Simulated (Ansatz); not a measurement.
# BClGaH₂N: basis-set convergence

How large a basis does BClGaH₂N need? Two functionals are run in growing sets.

Program: Ansatz 0.2.0, Gaussian basis. Level of theory: one geometry, several basis sets. These are calculated values, not measurements.

The runs, in order: PBE0-D4/def2-SVP; ωB97M-V/def2-SVP; PBE0-D4/def2-QZVPP; ωB97M-V/def2-QZVPP; the functionals' def2-TZVPP values are taken from earlier runs.

## (1) The geometry

All runs share one geometry, relaxed beforehand with PBE0-D4 in a triple-zeta def2 set.

SMILES `Cl[B]1[NH][GaH]1`, 6 atoms, charge 0, spin multiplicity 1.

Atoms are counted from 1 here; the program's logs count them from 0.

Bond lengths: Cl1–B2 1.743 Å, B2–N3 1.371 Å, B2–Ga4 1.994 Å, N3–Ga4 1.945 Å, N3–H5 1.014 Å, Ga4–H6 1.553 Å. Angles: Cl1–B2–N3 137.0°, Cl1–B2–Ga4 155.3°, N3–B2–Ga4 67.7°, B2–N3–Ga4 71.6°, B2–N3–H5 130.9°, Ga4–N3–H5 157.6°, B2–Ga4–N3 40.7°, B2–Ga4–H6 164.1°, N3–Ga4–H6 123.4°.

## (2) PBE0-D4 in def2-SVP

Contents of in.yaml:

```yaml
crystal:
  periodic: [false, false, false]
  atoms:
    - {symbol: Cl, position_ang: [0.824557, -2.387935, 0.814375]}
    - {symbol: B, position_ang: [0.193400, -0.838225, 0.325488]}
    - {symbol: N, position_ang: [0.621788, 0.227174, -0.423116]}
    - {symbol: Ga, position_ang: [-1.167078, 0.616364, 0.233950]}
    - {symbol: H, position_ang: [1.492228, 0.382197, -0.918667]}
    - {symbol: H, position_ang: [-1.922893, 1.936327, -0.078130]}
basis:
  gaussian: {orbitals: def2-SVP}
hamiltonian: {xc: pbe0, dispersion: d4}
output: {orbitals: {seedname: orbitals}}
```

On the command line:

```bash
> ansatz run in.yaml --threads 2 --pin off --events-out ev --progress --plain --max-ram 4352MiB
```

The runs that follow: ωB97M-V in def2-SVP; PBE0-D4 in def2-QZVPP; ωB97M-V in def2-QZVPP.

Before running them: what should the planned runs give, taken together? Wanted: PBE0-D4: double and triple zeta above quadruple; ωB97M-V: double and triple zeta above quadruple.

**Answer**, as computed:

| quantity | value |
| --- | --- |
| PBE0-D4: double and triple zeta above quadruple | 15.11, 1.67 eV |
| ωB97M-V: double and triple zeta above quadruple | 15.03, 1.61 eV |

PBE0-D4 gains 13.44 eV from double to triple zeta, then 1.67 eV more. These are total energies; as a rule much of such shifts cancels in differences, which this series doesn't test.
